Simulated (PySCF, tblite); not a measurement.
**C₆H₁₀FNSi: geometry, infrared bands and NMR shifts**

Aim: predict the infrared bands and NMR shifts of C₆H₁₀FNSi (`N#C[C@@H]1CC[SiH2][C@H]1CF`).

The runs use tblite 0.8.0 and PySCF 2.14.0, with density-fitted response routines of our own; the level of theory stands in each step. All values are computed, except where a source is named. Atoms are numbered from 0 throughout.

### 1 Starting geometry

19 atoms, charge 0, multiplicity 1; geometry from: force field or distance geometry start.

Bonds of the start (Å): N0–C1 1.16, C1–C2 1.47, C2–C3 1.55, C3–C4 1.54, C4–Si5 1.90, Si5–C6 1.95, C6–C7 1.52, C7–F8 1.36, C6–C2 1.55, C2–H9 1.10, C3–H10 1.09, C3–H11 1.11, C4–H12 1.10, C4–H13 1.10, Si5–H14 1.48, Si5–H15 1.47, C6–H16 1.10, C7–H17 1.08, C7–H18 1.09.

### 2 Geometry optimisation with GFN2-xTB

Job settings and geometry (Å):

```
{"job": {"kind": "relax", "xc": "GFN2-xTB", "basis": "xTB"}, "charge": 0, "multiplicity": 1}
N      0.713500     3.334300     0.730200
C      0.375900     2.315400     0.288300
C     -0.005500     0.991100    -0.226800
C     -1.523600     0.751100    -0.007100
C     -1.834300    -0.710300    -0.399900
Si    -0.336500    -1.726200     0.186200
C      0.769800    -0.146800     0.477000
C      2.201000    -0.284600    -0.024800
F      2.183300    -0.397500    -1.383300
H      0.171800     0.972200    -1.307600
H     -2.141600     1.441900    -0.577200
H     -1.780500     0.893200     1.061700
H     -2.773300    -1.059500     0.046800
H     -1.900500    -0.788200    -1.499900
H     -0.597000    -2.393100     1.485000
H      0.194800    -2.606700    -0.865900
H      0.785700     0.015000     1.569700
H      2.795000     0.582600     0.226900
H      2.691900    -1.174700     0.378100
```

On the command line:

```
> OMP_NUM_THREADS=1 python probes_run.py task.json out
```

This one command runs all jobs of the session in turn.

**Question.** This job is followed by: GFN2-xTB harmonic vibrations, gas phase; GIAO PBE0/pcSseg-1 NMR shielding, non-relativistic, gas phase. What will the session give for the following? strongest single infrared mode (GFN2-xTB); zero-point energy (GFN2-xTB); 13C shifts against TMS (PBE0/pcSseg-1); 1H shifts against TMS (PBE0/pcSseg-1); 15N shifts against NH3 (PBE0/pcSseg-1); 29Si shifts against TMS (PBE0/pcSseg-1); 19F shifts against CFCl3 (PBE0/pcSseg-1).

As calculated:

| quantity | value |
| --- | --- |
| strongest single infrared mode (GFN2-xTB) | 2264 cm⁻¹, 332 km/mol |
| zero-point energy (GFN2-xTB) | 91.2 kcal/mol |
| 13C shifts against TMS (PBE0/pcSseg-1) | 127.3, 83.5, 38.4, 37.1, 32.1, 9.7 ppm |
| 1H shifts against TMS (PBE0/pcSseg-1) | 5.23, 4.92, 4.42, 4.29, 2.52, 2.45, 1.69, 1.42, 1.12, 0.96 ppm |
| 15N shifts against NH3 (PBE0/pcSseg-1) | 296.9 ppm |
| 29Si shifts against TMS (PBE0/pcSseg-1) | -33.9 ppm |
| 19F shifts against CFCl3 (PBE0/pcSseg-1) | -250.7 ppm |

In words: Relaxing lowered the energy by 0.144 eV in 42 steps; the close pair that moved most is C1–C2, from 1.471 to 1.440 Å. All 51 modes are real, so the xTB geometry is a minimum. The strongest single mode, at 2264 cm⁻¹, moves mainly H14. Unscaled tight-binding wavenumbers are off by several per cent, some by more. Its intensities can rank the bands wrongly. At PBE0/pcSseg-1: Shielding is most anisotropic at N0 (span 492 ppm, paramagnetic term -370 ppm).
